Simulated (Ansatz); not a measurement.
**Ga4SbAs3: levels of theory**

Aim: for Ga4SbAs3, compare levels of theory; the runs are relaxing the atoms and single point.

Computed with Ansatz 0.2.0 (DFT PBEsol, scalar-relativistic, plane waves, PAW, and further levels as typed in the inputs, unless a step's input says otherwise).

### 1 The starting structure

It takes space group P-43m (No. 215, cubic). Conventional cell: a = 5.764 Å, b = 5.764 Å, c = 5.764 Å, α = 90.00°, β = 90.00°, γ = 90.00°. Ga (site symmetry 3m) is surrounded by 1 Sb at 2.50 Å and 3 As at 2.50 Å. Sb (site symmetry -43m) is surrounded by 4 Ga at 2.50 Å. As (site symmetry -42m) is surrounded by 4 Ga at 2.50 Å.

As a file:

```xyz
16
Lattice="0.0000 5.7639 5.7639 5.7639 0.0000 5.7639 5.7639 5.7639 0.0000" Properties=species:S:1:pos:R:3 pbc="T T T"
Ga    0.0000    0.0000    0.0000
Ga    2.8819    2.8819    0.0000
Ga    2.8819    0.0000    2.8819
Ga    5.7639    2.8819    2.8819
Sb    1.4410    1.4410    1.4410
As    4.3229    4.3229    1.4410
As    4.3229    1.4410    4.3229
As    7.2049    4.3229    4.3229
Ga    0.0000    2.8819    2.8819
Ga    2.8819    5.7639    2.8819
Ga    2.8819    2.8819    5.7639
Ga    5.7639    5.7639    5.7639
As    1.4410    4.3229    4.3229
As    4.3229    7.2049    4.3229
As    4.3229    4.3229    7.2049
Sb    7.2049    7.2049    7.2049
```

### 2 Relaxing the atoms: Ga4SbAs3, no spin

Contents of input.yaml:

```yaml
crystal:
  lattice:
    - [0.0, 5.7639, 5.7639]
    - [5.7639, 0.0, 5.7639]
    - [5.7639, 5.7639, 0.0]
  atoms:
    - { symbol: Ga, position: [0.0, 0.0, 0.0] }
    - { symbol: Ga, position: [0.0, 0.0, 0.5] }
    - { symbol: Ga, position: [0.0, 0.5, 0.0] }
    - { symbol: Ga, position: [0.0, 0.5, 0.5] }
    - { symbol: Sb, position: [0.125, 0.125, 0.125] }
    - { symbol: As, position: [0.125, 0.125, 0.625] }
    - { symbol: As, position: [0.125, 0.625, 0.125] }
    - { symbol: As, position: [0.125, 0.625, 0.625] }
    - { symbol: Ga, position: [0.5, 0.0, 0.0] }
    - { symbol: Ga, position: [0.5, 0.0, 0.5] }
    - { symbol: Ga, position: [0.5, 0.5, 0.0] }
    - { symbol: Ga, position: [0.5, 0.5, 0.5] }
    - { symbol: As, position: [0.625, 0.125, 0.125] }
    - { symbol: As, position: [0.625, 0.125, 0.625] }
    - { symbol: As, position: [0.625, 0.625, 0.125] }
    - { symbol: Sb, position: [0.625, 0.625, 0.625] }
scf:
  occupations: { method: gaussian, width: 0.01 }
output:
  forces: true
  stress: true
hamiltonian:
  xc: pbesol
kpoints:
  mp_grid: { grid: [3, 3, 3] }
relax:
  f_tol: 0.005
```

Started as:

```console
$ ansatz run input.yaml --threads 16 --pin off --max-ram 49152MiB --backend cpu --events-out ev --progress --plain --runs-dir out
```

Output (excerpt; [...] marks lines left out):

```text
Warning: output.stress: scf.convergence.dr2_threshold = 2.5e-8 eV (the default of a walk held to its f_tol) is looser than the 1.6e-9 eV advised for a printed stress (1e-10 eV for each atom of the cell: 16). What an SCF threshold leaves in a stress goes as its square root, and in the free [...]
Warning: RAYON_NUM_THREADS=16 ignored (pool sized by the plan → 16); use --threads N
[...]
Pseudopotentials: kind: paw
Pseudopotential: Ga, paw, valence charge 13, recommended cutoff 420 eV (normal), Ga.paw.azcp
Pseudopotential: Sb, paw, valence charge 15, recommended cutoff 420 eV (normal), Sb.paw.azcp
Pseudopotential: As, paw, valence charge 15, recommended cutoff 420 eV (normal), As.paw.azcp
Functional definition: PBEsol
[...]
Crystal: 16 atoms, lattice volume = 382.983 Å³
Basis set: ecut = 420 eV, 7583 PW (Γ), exchange–correlation on 120×120×120 points (8 copies of the dense FFT grid, shifted against one another)
Bands: 135, of which v1, the nominal top of the filled ones, is band 112 counted from 1 (111 counted from 0)
Symmetry: 48 space group operations
Space group: P-43m (ITA 215), of the structure as read, at distance tolerance 7.3e-5 Å
k-points: 4 of 27 (time reversal used)
[...]
SCF iter   1: F=—  HF=-71643.209954 eV  |F-HF|=—  |Δ(HF+E_count)|=         —  Δρ=2.72e-3  dr2=4.67e-2  ethr=1.77e-3  ⟨swp⟩=6.0  Hψ=1928  notcnv=0  defer=7
[...]
relax step   1: F+E_penalty+E_count = -71643.18184616 eV  Δ(F+E_penalty+E_count) = +0.000e0 eV  max|allowed force component| = 7.279e-1 eV/Å  Δτ_max = 0.0000 Å  (7 SCF iters, dr2 threshold 6.25e-7 eV, accepted)
[...]
  atom   4  Ga    -0.00336594     0.00336594     0.00336594
  atom   5  Sb    -0.00000000     0.00000000    -0.00000000
  atom   6  As    -0.00000000    -0.00000000    -0.00000000
  atom   7  As    -0.00000000     0.00000000    -0.00000000
  atom   8  As    -0.00000000     0.00000000     0.00000000
[...]
--- Stress (GPa, compression-positive) ---
        0.406224      -0.000000       0.000000
        0.000000       0.406224       0.000000
       -0.000000       0.000000       0.406224
  P = ⅓ Tr σ = 0.4062 GPa (4.062 kbar)
--- Relaxed structure (5 steps of the walk, 5 accepted, 0 SCFs on fresh bases) ---
  F+E_penalty+E_count = -71643.58845558 eV   max|allowed force component| = 3.366e-3 eV/Å
  atoms:
    - { symbol: Ga, position: [-0.004170094457571975, -0.004170094457571972, -0.0041700944575719665] }
    - { symbol: Ga, position: [-0.004170094457571972, -0.004170094457571972, 0.5125102833727159] }
    - { symbol: Ga, position: [-0.004170094457571993, 0.5125102833727159, -0.004170094457571966] }
    - { symbol: Ga, position: [0.012510283372715869, 0.495829905542428, 0.49582990554242806] }
    - { symbol: Sb, position: [0.125, 0.125, 0.125] }
    - { symbol: As, position: [0.125, 0.125, 0.625] }
    - { symbol: As, position: [0.125, 0.625, 0.125] }
    - { symbol: As, position: [0.125, 0.625, 0.625] }
    - { symbol: Ga, position: [0.5125102833727159, -0.004170094457571993, -0.004170094457571966] }
    - { symbol: Ga, position: [0.495829905542428, 0.012510283372715869, 0.49582990554242806] }
    - { symbol: Ga, position: [0.495829905542428, 0.495829905542428, 0.012510283372715869] }
    - { symbol: Ga, position: [0.495829905542428, 0.495829905542428, 0.495829905542428] }
    - { symbol: As, position: [0.625, 0.125, 0.125] }
    - { symbol: As, position: [0.625, 0.125, 0.625] }
    - { symbol: As, position: [0.625, 0.625, 0.125] }
    - { symbol: Sb, position: [0.625, 0.625, 0.625] }
```

Run time: 9.5 s. Hardware: 16 threads of Arm Neoverse V1, shared host; peak memory 1.3 GiB.

Step by step:

```
step  energy from step 1 (eV/cell)  largest force component (eV/Å)
   1                        0.0000                          0.7279
   2                       -0.2984                          0.3425
   3                       -0.4058                          0.0277
   4                       -0.4066                          0.0034
   5                       -0.4066                          0.0034
```

Step 1 is the start.

### 3 Single point: r2SCAN

It takes the final geometry of step 2.

Contents of input.yaml:

```yaml
crystal:
  lattice:
    - [0.0, 5.7639, 5.7639]
    - [5.7639, 0.0, 5.7639]
    - [5.7639, 5.7639, 0.0]
  atoms:
    - { symbol: Ga, position: [-0.0041700945, -0.0041700945, -0.0041700945] }
    - { symbol: Ga, position: [-0.0041700945, -0.0041700945, 0.5125102834] }
    - { symbol: Ga, position: [-0.0041700945, 0.5125102834, -0.0041700945] }
    - { symbol: Ga, position: [0.0125102834, 0.4958299055, 0.4958299055] }
    - { symbol: Sb, position: [0.125, 0.125, 0.125] }
    - { symbol: As, position: [0.125, 0.125, 0.625] }
    - { symbol: As, position: [0.125, 0.625, 0.125] }
    - { symbol: As, position: [0.125, 0.625, 0.625] }
    - { symbol: Ga, position: [0.5125102834, -0.0041700945, -0.0041700945] }
    - { symbol: Ga, position: [0.4958299055, 0.0125102834, 0.4958299055] }
    - { symbol: Ga, position: [0.4958299055, 0.4958299055, 0.0125102834] }
    - { symbol: Ga, position: [0.4958299055, 0.4958299055, 0.4958299055] }
    - { symbol: As, position: [0.625, 0.125, 0.125] }
    - { symbol: As, position: [0.625, 0.125, 0.625] }
    - { symbol: As, position: [0.625, 0.625, 0.125] }
    - { symbol: Sb, position: [0.625, 0.625, 0.625] }
scf:
  occupations: { method: gaussian, width: 0.01 }
  n_extra_bands: 12
output:
  eigenvalues: true
  eigenstates: { kpoints: [[0, 0, 0]], e_range: [-2, 3] }
hamiltonian:
  xc: r2scan
kpoints:
  mp_grid: { grid: [3, 3, 3] }
```

Started as:

```console
$ ansatz run input.yaml --threads 16 --pin off --max-ram 49152MiB --backend cpu --events-out ev --progress --plain --runs-dir out
```

Output (excerpt; [...] marks lines left out):

```text
Warning: RAYON_NUM_THREADS=16 ignored (pool sized by the plan → 16); use --threads N
scf.n_extra_bands = 12 over 112 filled bands (N_el = 224.0): the run solves 124 bands
[...]
[... 1 set-up line as earlier in the session ...]
Pseudopotential: Ga, paw, valence charge 13, recommended cutoff 500 eV (meta_gga), Ga.paw.azcp
Pseudopotential: Sb, paw, valence charge 15, recommended cutoff 500 eV (meta_gga), Sb.paw.azcp
Pseudopotential: As, paw, valence charge 15, recommended cutoff 500 eV (meta_gga), As.paw.azcp
Functional definition: r2SCAN
[...]
Crystal: 16 atoms, lattice volume = 382.983 Å³
Basis set: ecut = 500 eV, 9721 PW (Γ), exchange–correlation on 240×240×240 points (64 copies of the dense FFT grid, shifted against one another)
Bands: 124, of which v1, the nominal top of the filled ones, is band 112 counted from 1 (111 counted from 0)
[... 2 set-up lines as earlier in the session ...]
k-points: 4 of 27 (time reversal used)
[...]
SCF iter   1: F=—  HF=-72513.541309 eV  |F-HF|=—  |Δ(HF+E_count)|=         —  Δρ=8.23e-3  dr2=9.52e-2  dr2_τ=3.38e-2  ethr=1.77e-3  ⟨swp⟩=6.0  Hψ=1853  notcnv=0
[...]
SCF iter   8: F=-72513.618130 eV  HF=-72513.618130 eV  |F-HF|=1.12e-9  |Δ(HF+E_count)|=   6.58e-8  Δρ=1.95e-6  dr2=1.98e-8  dr2_τ=1.91e-10  ethr=4.46e-11  ⟨swp⟩=8.2  Hψ=1868  notcnv=0
[...]
NSCF: frozen V_eff on 1 k-points
SCF converged after 8 iterations
Free energy (F): -72513.618130 eV
[...]
E sigma→0 (E₀):  -72513.618130 eV
Fermi energy:    8.190465 eV
[...]
--- Band table (eV) ---
[...]
```

Wall time 5.7 s (16 threads of Arm Neoverse V1, shared host); peak memory 2.1 GiB.

### 4 Single point: r2SCAN with spin-orbit coupling

It takes the final geometry of step 2.

Edit input.yaml of step 3 so:

```diff
@@ -30,3 +30,7 @@
   xc: r2scan
+  pseudopotentials: { kind: paw_fr }
 kpoints:
   mp_grid: { grid: [3, 3, 3] }
+magnetization:
+  noncollinear: true
+  spin_orbit: true
```

Started as:

```console
$ ansatz run input.yaml --threads 16 --pin off --max-ram 49152MiB --backend cpu --events-out ev --progress --plain --runs-dir out
```

Output (excerpt; [...] marks lines left out):

```text
Warning: RAYON_NUM_THREADS=16 ignored (pool sized by the plan → 16); use --threads N
scf.n_extra_bands = 12 over 224 filled bands (N_el = 224.0): the run solves 236 bands
[...]
Pseudopotentials: kind: paw_fr
Pseudopotential: Ga, paw_fr, valence charge 13, recommended cutoff 500 eV (meta_gga), Ga.paw.azcp#standard-fr
Pseudopotential: Sb, paw_fr, valence charge 15, recommended cutoff 500 eV (meta_gga), Sb.paw.azcp#standard-fr
Pseudopotential: As, paw_fr, valence charge 15, recommended cutoff 500 eV (meta_gga), As.paw.azcp#standard-fr
[... 1 set-up line as earlier in the session ...]
[...]
non-collinear run that drives no moment, with spin-orbit: no starting moment large enough to seed its density (crystal.atoms[].spin), no starting occupations that ask for one, no magnetisation constraint and no magnetic field, so the semilocal B_xc is pinned to zero
Crystal: 16 atoms, lattice volume = 382.983 Å³
[...]
  site 3: m = (+0.0000, +0.0000, +0.0000) μB, |m| = 0.0000 μB  (R = 1.02 Å)
  site 4: m = (+0.0000, +0.0000, +0.0000) μB, |m| = 0.0000 μB  (R = 1.06 Å)
  site 5: m = (+0.0000, +0.0000, +0.0000) μB, |m| = 0.0000 μB  (R = 1.02 Å)
  site 6: m = (+0.0000, +0.0000, +0.0000) μB, |m| = 0.0000 μB  (R = 1.02 Å)
  site 7: m = (+0.0000, +0.0000, +0.0000) μB, |m| = 0.0000 μB  (R = 1.02 Å)
  site 8: m = (+0.0000, +0.0000, +0.0000) μB, |m| = 0.0000 μB  (R = 1.02 Å)
  site 9: m = (+0.0000, +0.0000, +0.0000) μB, |m| = 0.0000 μB  (R = 1.02 Å)
  site 10: m = (+0.0000, +0.0000, +0.0000) μB, |m| = 0.0000 μB  (R = 1.02 Å)
  site 11: m = (+0.0000, +0.0000, +0.0000) μB, |m| = 0.0000 μB  (R = 1.02 Å)
  site 12: m = (+0.0000, +0.0000, +0.0000) μB, |m| = 0.0000 μB  (R = 1.02 Å)
  site 13: m = (+0.0000, +0.0000, +0.0000) μB, |m| = 0.0000 μB  (R = 1.02 Å)
  site 14: m = (+0.0000, +0.0000, +0.0000) μB, |m| = 0.0000 μB  (R = 1.02 Å)
  site 15: m = (+0.0000, +0.0000, +0.0000) μB, |m| = 0.0000 μB  (R = 1.06 Å)
Free energy (F): -72454.218019 eV
[...]
E sigma→0 (E₀):  -72454.218019 eV
Fermi energy:    8.262436 eV
[...]
--- Band table (eV) ---
[...]
```

Wall time 60 s (16 threads of Arm Neoverse V1, shared host); peak memory 8.6 GiB.

### 5 Single point: HSE06, no spin

It takes the final geometry of step 2.

Edit input.yaml of step 4 so:

```diff
@@ -28,9 +28,9 @@
   eigenstates: { kpoints: [[0, 0, 0]], e_range: [-2, 3] }
+  write_density: true
+  write_potential: true
+  elf: true
+  volumetric_format: npy
 hamiltonian:
-  xc: r2scan
-  pseudopotentials: { kind: paw_fr }
+  xc: hse06
 kpoints:
   mp_grid: { grid: [3, 3, 3] }
-magnetization:
-  noncollinear: true
-  spin_orbit: true
```

Started as:

```console
$ ansatz run input.yaml --threads 16 --pin off --max-ram 49152MiB --backend cpu --events-out ev --progress --plain --runs-dir out
```

Output (excerpt; [...] marks lines left out):

```text
Warning: RAYON_NUM_THREADS=16 ignored (pool sized by the plan → 16); use --threads N
scf.n_extra_bands = 12 over 112 filled bands (N_el = 224.0): the run solves 124 bands
[...]
[... 4 set-up lines as earlier in the session ...]
Functional definition: HSE06
[...]
Crystal: 16 atoms, lattice volume = 382.983 Å³
Basis set: ecut = 420 eV, 7583 PW (Γ)
Bands: 124, of which v1, the nominal top of the filled ones, is band 112 counted from 1 (111 counted from 0)
[... 2 set-up lines as earlier in the session ...]
k-points: 4 of 27 (time reversal used)
[...]
SCF 1 stopped early in 6 iterations: F = -72374.026699 eV  dr2 = 3.95e-7
[...]
Frozen-core exchange: fock
[...]
SCF 2 stopped early in 7 iterations: F = -72394.357460 eV  dr2 = 3.79e-6
hybrid outer 1: dexx = +9.214e-2 eV, tail = 5.32e-4 eV
[...]
Frozen-core exchange: fock
[...]
SCF iter   5: F=-72394.357679 eV  HF=-72394.357679 eV  |F-HF|=1.40e-8  |Δ(HF+E_count)|=   8.50e-8  Δρ=1.00e-6  dr2=3.97e-8  ethr=1.53e-11  ⟨swp⟩=4.0  Hψ=1532  notcnv=0
[...]
hybrid outer 2: dexx = +1.302e-5 eV, tail = 3.99e-7 eV, Δε = 3.35e-3 eV (about 1.29e-4 eV left of the loop's levels)
NSCF: frozen V_eff on 1 k-points
hybrid SCF converged: 2 outer / 12 inner (+6 warm-up), last move |dexx| = 1.30e-5 eV, tail = 3.99e-7 eV
Stability not checked: this state was not tested for a lower state beside it, because the functional holds exact exchange (a hybrid, or Hartree-Fock), whose exchange loop this test does not read (fock_operator; see scf.lower_state_search)
Free energy (F): -72394.357679 eV
Frozen-core exchange: fock
[...]
E sigma→0 (E₀):  -72394.357679 eV
Fermi energy:    8.209828 eV
[...]
--- Band table (eV) ---
[...]
```

Wall time 58 s (16 threads of Arm Neoverse V1, shared host); peak memory 5 GiB.

Density in a lattice plane of the grid's cell (edges 8.15 and 8.15 Å, at 0.125 of the third edge), which holds Sb and As.

Ten even steps from '0' (0.03 e/Å³) to '9' (23.44 e/Å³):
```
000000000000000000000000
000000000000000000000000
000000000000000000000000
000000000000000000000000
000000000000000000000000
002100000000002100000000
016930000000017930000000
003961000000003971000000
000121000000000120000000
000000000000000000000000
000000000000000000000000
000000000000000000000000
000000000000000000000000
000000000000000000000000
000000000000000000000000
011100000000002100000000
015720000000017930000000
002751000000003971000000
000111000000000120000000
000000000000000000000000
```
Columns run along the first of these edges and rows up along the second, over one cell in 24 and 20 even steps from the bottom left corner. Atoms in the plane (fractional): Sb at (0.12, 0.12), As at (0.13, 0.62), As at (0.62, 0.12), As at (0.62, 0.62).

ELF in the same plane.

Ten even steps from '0' (0.00) to '9' (0.78):
```
347765677433335777776333
333444444433323333333323
555311111245554321001245
999731000147999741000158
898874100147899874100147
765677521157765677521157
852247863258862247863257
984226896347984226896347
798656996333798656996324
379877896333369877897333
335777776332335777776333
333333333333333333333333
776421001244444321001256
888752000158999741000258
544565200157899875100256
421135531147765677521255
410003574247862247862256
630001487447984226885358
974112478434798656997335
487544588433369877897333
```
Columns run along the first of these edges and rows up along the second, over one cell in 24 and 20 even steps from the bottom left corner. Atoms in the plane (fractional): Sb at (0.12, 0.12), As at (0.13, 0.62), As at (0.62, 0.12), As at (0.62, 0.62).

Both are smooth fields of the valence electrons: close to the nuclei they are not physical.

The highest ELF values outside the cores: 0.81 on the As–Ga line, 1.1 Å from As; 0.74 on the Sb–Ga line, 1.3 Å from Sb; 0.72 on the Ga–Sb line, 1.2 Å from Ga.

### 6 The runs side by side

| step | level | volume (Å³/atom) | pressure (GPa) | energy (eV) | gap on the mesh (eV) | time |
| --- | --- | --- | --- | --- | --- | --- |
| 2 | PBEsol | 23.94 | 0.4 | -71643.588 | n/a | 9.5 s |
| 3 | r2SCAN | 23.94 | n/a | -72513.618 | 0.49 | 5.7 s |
| 4 | r2SCAN with spin-orbit coupling | 23.94 | n/a | -72454.218 | 0.35 | 60 s |
| 5 | HSE06 | 23.94 | n/a | -72394.358 | 0.85 | 58 s |

Totals of different systems or levels have different zeros; only balanced differences at one level mean anything.

**Reading.** The rows set the runs side by side; convergence of the settings was not tested in this session.
